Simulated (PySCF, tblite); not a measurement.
# C₅H₁₂OSi₂: geometry, infrared bands and NMR shifts

What infrared bands and NMR shifts should C₅H₁₂OSi₂ (`C=C(C=O)[Si@H](C)[SiH2]C`) show?

Computed with tblite 0.8.0 and PySCF 2.14.0, with density-fitted response routines of our own, on a single molecule in the gas phase. Atoms are numbered from 0 throughout.

### Step 1. Starting geometry

20 atoms, charge 0, multiplicity 1; geometry from: force field or distance geometry start.

Bonds of the start (Å): C0–C1 1.31, C1–C2 1.47, C2–O3 1.25, C1–Si4 1.83, Si4–C5 1.88, Si4–Si6 2.22, Si6–C7 1.86, C0–H8 1.08, C0–H9 1.11, C2–H10 1.09, Si4–H11 1.47, C5–H12 1.10, C5–H13 1.11, C5–H14 1.11, Si6–H15 1.45, Si6–H16 1.47, C7–H17 1.10, C7–H18 1.11, C7–H19 1.12.

### Step 2. Optimising the geometry with GFN2-xTB

Job settings and geometry (Å):

```
{"job": {"kind": "relax", "xc": "GFN2-xTB", "basis": "xTB"}, "charge": 0, "multiplicity": 1}
C     -2.711800     0.063200     0.206200
C     -1.508500    -0.440400     0.079100
C     -1.372900    -1.875800    -0.219200
O     -0.241800    -2.380900    -0.350000
Si    -0.065300     0.658100     0.328600
C     -0.554400     2.444100    -0.019500
Si     1.716600     0.049200    -0.851300
C      2.616300    -1.410000    -0.134100
H     -2.906300     1.102900     0.435700
H     -3.558900    -0.632200     0.064400
H     -2.309100    -2.424400    -0.338800
H      0.295100     0.606000     1.748700
H      0.023800     2.861600    -0.862900
H     -0.382500     3.094200     0.863300
H     -1.631900     2.546300    -0.271000
H      1.413600    -0.272400    -2.231000
H      2.662000     1.178300    -0.826000
H      2.309300    -1.681300     0.887300
H      3.695500    -1.169700    -0.128400
H      2.506000    -2.306000    -0.793800
```

Run with:

```console
OMP_NUM_THREADS=1 python probes_run.py task.json out
```

One launch serves the whole session: the jobs run in the order shown.

**Question.** This job is followed by: GFN2-xTB harmonic vibrations, gas phase; GIAO PBE0/pcSseg-1 NMR shielding, non-relativistic, gas phase. What will the session give for the following? strongest single infrared mode (GFN2-xTB); zero-point energy (GFN2-xTB); ¹³C shifts against TMS (PBE0/pcSseg-1); ¹H shifts against TMS (PBE0/pcSseg-1, means over atoms taken as alike); ¹⁷O shifts against H2O (PBE0/pcSseg-1); ²⁹Si shifts against TMS (PBE0/pcSseg-1); surface potential, 1st and 99th percentile.

**Answer**, as computed:

| quantity | value |
| --- | --- |
| strongest single infrared mode (GFN2-xTB) | 2135 cm⁻¹, 405 km/mol |
| zero-point energy (GFN2-xTB) | 92.9 kcal/mol |
| ¹³C shifts against TMS (PBE0/pcSseg-1) | 204.4, 161.8, 152.1, -7.6, -8.7 ppm |
| ¹H shifts against TMS (PBE0/pcSseg-1, means over atoms taken as alike) | 9.90, 6.92, 6.89, 4.40, 3.88, 3.74, 0.56, 0.22 ppm |
| ¹⁷O shifts against H2O (PBE0/pcSseg-1) | 676.7 ppm |
| ²⁹Si shifts against TMS (PBE0/pcSseg-1) | -51.1, -72.3 ppm |
| surface potential, 1st and 99th percentile | -1.36 V and 1.16 V |

What this shows: Relaxing lowered the energy by 0.625 eV in 245 steps; the close pair that moved most is Si4–Si6, from 2.222 to 2.324 Å. All 54 modes are real, so the xTB geometry is a minimum. The strongest single mode, at 2135 cm⁻¹, moves mainly H16. GFN2-xTB is a fitted tight-binding method: band positions and strengths are rough. Its intensities can rank the bands wrongly. The most deshielded carbon is C2 (aldehyde carbonyl carbon), at 204.4 ppm: low-lying n→π* states of the double bond to the heteroatom give a large paramagnetic term (-263 ppm). The most deshielded hydrogen is H10 (hydrogen on an aldehyde carbonyl carbon), at 9.90 ppm: the formyl region, downfield of aromatic protons. At PBE0/pcSseg-1: Shielding is most anisotropic at O3 (span 1294 ppm, paramagnetic term -745 ppm). At PBE0/pcSseg-1, counted by nearest atom on the grid, the HOMO lies on O3 37 %; Si4, Si6 about 11 % each, the LUMO on C0, C2 about 24 % each; O3 20 %.
